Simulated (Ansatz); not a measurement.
**H7InO4Si: one species, many methods**

One table from this session's results is given with a row withheld; the runs are named, their logs left out.

Computed with Ansatz 0.2.0, Gaussian basis. Level: functionals in def2-TZVPP, the program's frozen cores in correlated methods.

The runs, in order: PBE-D4, r2SCAN-D4, PBE0-D4, B3LYP-D4, ωB97X-V, ωB97M-V, B2PLYP; CCSD(T)/def2-TZVPP; MP2/def2-QZVPP; extrapolation to the limit.

### The geometry

An earlier PBE0-D4 in a triple-zeta def2 set relaxation fixed the geometry. In takes the def2 core potential; no spin-orbit term is included.

SMILES `[OH][In-]([OH])([OH])[OH+][SiH3]`, 13 atoms, charge 0, spin multiplicity 1.

Atoms are counted from 1 here; the program's logs count them from 0.

Bond lengths: O1–In2 1.978 Å, O1–H7 0.960 Å, In2–O3 1.982 Å, In2–O4 2.026 Å, In2–O5 2.317 Å, O3–H8 0.960 Å, O4–H9 0.959 Å, O5–Si6 1.674 Å, O5–H10 0.983 Å, Si6–H11 1.484 Å, Si6–H12 1.478 Å, Si6–H13 1.482 Å. Angles: In2–O1–H7 111.7°, O1–In2–O3 121.3°, O1–In2–O4 120.0°, O1–In2–O5 110.3°, O3–In2–O4 116.8°, O3–In2–O5 98.9°, O4–In2–O5 72.7°, In2–O3–H8 112.5°, In2–O4–H9 115.2°, In2–O5–Si6 131.1°, In2–O5–H10 84.0°, Si6–O5–H10 119.7°, O5–Si6–H11 108.9°, O5–Si6–H12 105.4°, O5–Si6–H13 110.4°, H11–Si6–H12 110.8°, H11–Si6–H13 109.7°, H12–Si6–H13 111.5°.

Coordinates:

```
O    -1.0895   -2.4593   -1.2309
In    0.1938   -0.9716   -1.0037
O     1.9099   -1.2279   -0.0450
O     0.0207    0.6982   -2.1376
O    -0.7227    0.6810    0.3364
Si   -0.2802    1.2396    1.8507
H    -1.8197   -2.2137   -1.8040
H     2.0511   -2.1402    0.2179
H     0.8301    0.9891   -2.5616
H    -0.5861    1.2524   -0.4516
H    -1.2560    2.2685    2.2867
H    -0.3311    0.0576    2.7362
H     1.0798    1.8264    1.8065
```

The first run:

File in.yaml:

```yaml
crystal:
  periodic: [false, false, false]
  atoms:
    - {symbol: O, position_ang: [-1.089497, -2.459283, -1.230887]}
    - {symbol: In, position_ang: [0.193834, -0.971633, -1.003706]}
    - {symbol: O, position_ang: [1.909884, -1.227912, -0.045020]}
    - {symbol: O, position_ang: [0.020738, 0.698174, -2.137626]}
    - {symbol: O, position_ang: [-0.722732, 0.681023, 0.336446]}
    - {symbol: Si, position_ang: [-0.280231, 1.239587, 1.850678]}
    - {symbol: H, position_ang: [-1.819742, -2.213721, -1.804050]}
    - {symbol: H, position_ang: [2.051084, -2.140244, 0.217943]}
    - {symbol: H, position_ang: [0.830119, 0.989095, -2.561576]}
    - {symbol: H, position_ang: [-0.586128, 1.252362, -0.451647]}
    - {symbol: H, position_ang: [-1.256025, 2.268467, 2.286707]}
    - {symbol: H, position_ang: [-0.331144, 0.057647, 2.736246]}
    - {symbol: H, position_ang: [1.079840, 1.826448, 1.806512]}
basis:
  gaussian: {orbitals: def2-TZVPP}
hamiltonian: {xc: pbe, dispersion: d4}
output: {forces: true, orbitals: {seedname: orbitals}}
```

Command:

```bash
> ansatz run in.yaml --threads 2 --pin off --events-out ev --progress --plain --max-ram 32768MiB --backend cuda --devices 0, --max-vram 18GiB
```

Among the steps run: PBE-D4 (GGA); r2SCAN-D4 (meta-GGA); PBE0-D4 (hybrid); B3LYP-D4 (hybrid); ωB97X-V (range-separated); ωB97M-V (range-separated); B2PLYP (double hybrid); CCSD(T) in def2-TZVPP; MP2 in def2-QZVPP.

One table of the session follows, with a row left open; its other results are not shown here.

It belongs to the step «Atomisation energies». 

```
            method  atomisation energy (eV)
            PBE-D4                   44.765
         r2SCAN-D4                   44.417
           PBE0-D4                   43.507
          B3LYP-D4                   44.022
           ωB97X-V                   44.611
           ωB97M-V                   44.558
            B2PLYP                        ?
     HF/def2-TZVPP                   29.962
    MP2/def2-TZVPP                   44.490
   CCSD/def2-TZVPP                   42.694
CCSD(T)/def2-TZVPP                   43.492
           MP2/CBS                   46.122
       CCSD(T)/CBS                   45.124
```

Estimate the missing values for B2PLYP.

**Answer.** atomisation energy (eV): 43.819. In the column «atomisation energy (eV)» it lies between PBE0-D4 (43.507) and B3LYP-D4 (44.022).

Limits of these values: Free atoms (4 O, 1 In, 1 Si, 7 H) were run apart at each level; the atomisation energy is their sum less the molecule, without zero-point or spin-orbit terms.
